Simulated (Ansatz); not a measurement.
# H2 with CH3F: structure and interaction energy

An exercise on one series of results from a longer session: the logs are not shown, and one member is left open.

Method: PBE0-D4 structure, single points in def2-TZVPPD; program: Ansatz 0.2.0, Gaussian basis.

Levels: PBE-D4, revPBE-D4, BLYP-D4, r2SCAN-D4, B97M-V, PBE0-D4, B3LYP-D4, HSE06-D4, wB97X-V, wB97M-V, B2PLYP, Hartree-Fock, MP2, CCSD, CCSD(T). The reference is CCSD(T) extrapolated to the basis limit.

Correlated methods freeze the cores. B3LYP uses VWN-RPA correlation. B2PLYP carries no dispersion term here.

177 further runs of the same task are left out: 1 that didn't finish, 176 set aside as unsound or not needed.

## Where the work starts

The pair, from a GFN2-xTB docking trial: 7 atoms, charge 0, spin multiplicity 1.

Atoms are counted from 1 here; the program's logs count them from 0.

Bond lengths: H1–H2 0.775 Å, C3–F4 1.365 Å, C3–H5 1.091 Å, C3–H6 1.091 Å, C3–H7 1.090 Å. Angles: F4–C3–H5 108.0°, F4–C3–H6 108.0°, F4–C3–H7 108.1°, H5–C3–H6 110.9°, H5–C3–H7 110.9°, H6–C3–H7 110.8°.

As a file:

```
H    -0.03630   -0.18680   -2.67620
H     0.16260    0.39730   -3.14480
C    -0.00550   -0.00700    1.22180
F    -0.39450   -0.68900    0.10580
H    -0.04530    1.05930    0.99630
H     1.01170   -0.31420    1.46750
H    -0.69270   -0.25970    2.02950
```

Atoms 1 to 2 are fragment A (H2), the rest fragment B (CH3F).

The first run:

pre/in.yaml

```yaml
crystal:
  periodic: [false, false, false]
  atoms:
    - {symbol: H, position_ang: [-0.036300, -0.186800, -2.676200]}
    - {symbol: H, position_ang: [0.162600, 0.397300, -3.144800]}
    - {symbol: C, position_ang: [-0.005500, -0.007000, 1.221800]}
    - {symbol: F, position_ang: [-0.394500, -0.689000, 0.105800]}
    - {symbol: H, position_ang: [-0.045300, 1.059300, 0.996300]}
    - {symbol: H, position_ang: [1.011700, -0.314200, 1.467500]}
    - {symbol: H, position_ang: [-0.692700, -0.259700, 2.029500]}
basis:
  gaussian: {orbitals: def2-SVP}
hamiltonian: {xc: pbe, dispersion: d4}
relax: {f_tol: 0.03, max_steps: 250}
```

Command:

```
> ansatz run in.yaml --threads 2 --pin off --events-out ev --progress --plain --max-ram 5222MiB
```

Steps of the session up to this table: A first relaxation in a small basis; Relaxation at PBE0-D4; PBE-D4/def2-TZVPPD; r2SCAN-D4/def2-TZVPPD; PBE0-D4/def2-TZVPPD; B3LYP-D4/def2-TZVPPD; wB97X-V/def2-TZVPPD; wB97M-V/def2-TZVPPD; B2PLYP/def2-TZVPPD; BLYP-D4/def2-TZVPPD; revPBE-D4/def2-TZVPPD; B97M-V/def2-TZVPPD; HSE06-D4/def2-TZVPPD; CCSD(T)/def2-TZVPPD; MP2/def2-QZVPPD; Vibrations of the pair.

One table of the session follows, with a row left open; its other results are not shown here.

```
      method  interaction (kcal/mol)
      PBE-D4                   -0.77
   revPBE-D4                   -0.53
     BLYP-D4                   -0.39
   r2SCAN-D4                   -0.45
      B97M-V                   -0.59
     PBE0-D4                   -0.66
    B3LYP-D4                   -0.51
    HSE06-D4                   -0.67
     wB97X-V                   -0.62
     wB97M-V                       ?
      B2PLYP                   -0.32
Hartree-Fock                    0.04
         MP2                   -0.48
        CCSD                   -0.44
     CCSD(T)                   -0.52
 CCSD(T)/CBS                   -0.59
```

Estimate the missing values for wB97M-V.

As computed: interaction (kcal/mol): -0.55. In the column «interaction (kcal/mol)» it lies between CCSD(T)/CBS (-0.59) and revPBE-D4 (-0.53).
